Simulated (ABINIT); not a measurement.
# GaGe in ABINIT: the effect of functional

GaGe:

```
Ge Ga
1.0
     0.00000    2.89784    2.89784
     2.89784    0.00000    2.89784
     2.89784    2.89784    0.00000
Ge Ga
1 1
Direct
  0.00000 0.00000 0.00000
  0.25000 0.25000 0.25000
```

The cell comes from a database or a generator and needn't be the stable form of this composition.

Alike in all runs:

- Program: ABINIT 10.8.3 (patched build)
- Task: single point
- Potentials or basis: JTH PAW PBE v2.0
- Cutoff: 707 eV
- k mesh: 8 × 8 × 8
- Occupations: fermi-dirac, width 0.05 eV
- Spin: no spin polarisation

```tsv
functional	pressure (GPa)
PBE	0.2
LDA	?
PBEsol	-2.4
RPBE	1.9
BLYP	3.3
AM05	-2.1
r2SCAN	-2.2
SCAN	-2.7
revPBE	1.4
PW91	0.1
WC	-2.4
```

Task: What does the run with functional LDA give?

Result: Pressure -4.1 GPa.

Caveats: the PAW data sets were made with another functional, which shifts forces and pressure a little (some runs).
